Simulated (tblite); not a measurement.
# C8H10N2Si: the cost of one run

The runs use tblite 0.8.0 and PySCF 2.14.0, with density-fitted response routines of our own; the level of theory stands in each step. All values are computed, except where a source is named. Atoms are numbered from 0 throughout.

### Step 1. Starting geometry

21 atoms, charge 0, multiplicity 1; geometry from: force field or distance geometry start.

Bonds of the start (Å): C0–C1 1.21, C1–C2 1.46, C2–C3 1.54, C3–C4 1.33, C3–C5 1.43, C5–C6 1.39, C6–N7 1.37, N7–C8 1.32, C8–N9 1.36, N9–Si10 1.76, N9–C5 1.38, C0–H11 1.07, C2–H12 1.10, C2–H13 1.10, C4–H14 1.09, C4–H15 1.09, C6–H16 1.08, C8–H17 1.09, Si10–H18 1.49, Si10–H19 1.49, Si10–H20 1.48.

### Step 2. Relaxing the molecule with GFN2-xTB

What the job is given:

```
{"job": {"kind": "relax", "xc": "GFN2-xTB", "basis": "xTB"}, "charge": 0, "multiplicity": 1}
C      2.446800    -2.040200     0.713100
C      2.293800    -0.926600     0.257400
C      2.154000     0.423300    -0.272900
C      0.709700     0.676100    -0.730500
C      0.418700     0.763700    -2.026700
C     -0.365000     0.933500     0.183200
C     -0.635500     2.030200     0.984700
N     -1.768800     1.838700     1.730600
C     -2.189600     0.627800     1.402500
N     -1.375100     0.042700     0.486300
Si    -1.659600    -1.586300    -0.112000
H      2.555200    -3.021400     1.114500
H      2.414700     1.170500     0.492700
H      2.847100     0.565900    -1.113300
H      1.178700     0.629800    -2.792600
H     -0.581700     0.999600    -2.381900
H     -0.069400     2.950200     1.069900
H     -3.081200     0.151600     1.810800
H     -3.046100    -2.000500     0.232100
H     -0.730700    -2.558100     0.537900
H     -1.524600    -1.653600    -1.586300
```

On the command line:

```console
OMP_NUM_THREADS=1 python probes_run.py task.json out
```

One launch serves the whole session: the jobs run in the order shown.

Q: Estimate the wall time and peak memory of this first job on 1 thread of Arm Neoverse V2, shared host.

About 1.4 s, with a peak of 0.18 GiB.
